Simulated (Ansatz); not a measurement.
Write a Python script for Ansatz 0.2.0, Python API that makes an equation of state with a fit of LuBi₃, space group Pm-3m. Level of theory (first run): LDA, PAW, cutoff 420 eV, 5×5×5 k-points, cold smearing of 0.1 eV.

```
CELL_PARAMETERS angstrom
4.94045 0.00000 0.00000
0.00000 4.94045 0.00000
0.00000 0.00000 4.94045
ATOMIC_POSITIONS crystal
Lu 0.00000 0.00000 0.00000
Bi 0.00000 0.50000 0.50000
Bi 0.50000 0.50000 0.00000
Bi 0.50000 0.00000 0.50000
```

The script, `lubi3_eos.py`:
```python
"""Bulk modulus of LuBi3 from an E(V) curve."""

import ansatz as az
from ase.eos import EquationOfState
from ase.units import GPa
import numpy as np

FUNCTIONAL = "LDA"
CUTOFF_EV = 420
FILLING = "cold"
SMEARING_WIDTH = 0.1
NET_CHARGE = 1
MAX_ITERATIONS = 100
KMESH = (5, 5, 5)

vectors0 = np.array([
    [4.940447, 0.0, 0.0],
    [0.0, 4.940447, 0.0],
    [0.0, 0.0, 4.940447],
])
sites = [
    ("Lu", (0.0, 0.0, 0.0)),
    ("Bi", (0.0, 0.5, 0.5)),
    ("Bi", (0.5, 0.5, 0.0)),
    ("Bi", (0.5, 0.0, 0.5)),
]


def build(cell):
    crystal = az.Crystal(lattice=az.Lattice.of(cell))
    for symbol, position in sites:
        crystal = crystal.atom(symbol, position)
    return crystal

# uniform scaling of the cell
volumes, energies, pressures = [], [], []
for scale in np.linspace(0.92, 1.08, 7):
    cell = vectors0 * scale ** (1 / 3)
    calc = (
        build(cell).calculation()
        .functional(FUNCTIONAL)  # exchange and correlation
        .basis(CUTOFF_EV)  # a bare number is in eV
        .occupations(FILLING, width=SMEARING_WIDTH)  # the run then minimises F = E - TS
        .charge(NET_CHARGE)  # electrons removed from the neutral system
        .scf(max_iterations=MAX_ITERATIONS)  # control of the self-consistency loop
        .kpoints(*KMESH)
        .stress()
    )
    summary = calc.run().report
    volumes.append(abs(np.linalg.det(cell)) / len(sites))
    energies.append(summary["free_energy_ev"] / len(sites))
    pressures.append(np.trace(summary["stress_gpa"]) / 3)
    print(f"V = {volumes[-1]:8.4f} A^3/atom  F = {energies[-1]:.5f} eV/atom  P = {pressures[-1]:8.3f} GPa")

eos = EquationOfState(volumes, energies, eos="sj")
v0, e0, bulk = eos.fit()
print(f"V0 = {v0:.4f} A^3/atom, E0 = {e0:.5f} eV/atom, B = {bulk / GPa:.1f} GPa")
```

Output of `python lubi3_eos.py`:
```text
V =  27.7349 A^3/atom  F = -12691.29346 eV/atom  P =    2.018 GPa
V =  28.5388 A^3/atom  F = -12691.16340 eV/atom  P =    0.125 GPa
V =  29.3427 A^3/atom  F = -12691.03191 eV/atom  P =   -1.513 GPa
V =  30.1466 A^3/atom  F = -12690.89961 eV/atom  P =   -2.924 GPa
V =  30.9505 A^3/atom  F = -12690.76704 eV/atom  P =   -4.138 GPa
V =  31.7544 A^3/atom  F = -12690.63462 eV/atom  P =   -5.176 GPa
V =  32.5584 A^3/atom  F = -12690.50278 eV/atom  P =   -6.061 GPa
V0 = 19.1832 A^3/atom, E0 = -12692.23834 eV/atom, B = 151.0 GPa
```

Notes:
- The input holds a mistake (the net charge is wrong for this system), so what it prints is no property of LuBi3.
- The mesh is modest for a metal, so energies can be off by several to tens of meV an atom and pressures by half a GPa or more; differences at equal mesh fare better.
- Pressure is positive in compression.
- Spin-orbit coupling, which matters for elements this heavy, is left out.
- The structure comes from a database of computed cells and needn't be a stable or known phase.
- Timing: 32 s on 1 thread of Intel(R) Xeon(R) Platinum 8259CL CPU @ 2.50GHz (Skylake/Cascade Lake), with other jobs on the host, peak memory 0.49 GiB.

(Lines on the test bed's own set-up are left out of the output.)
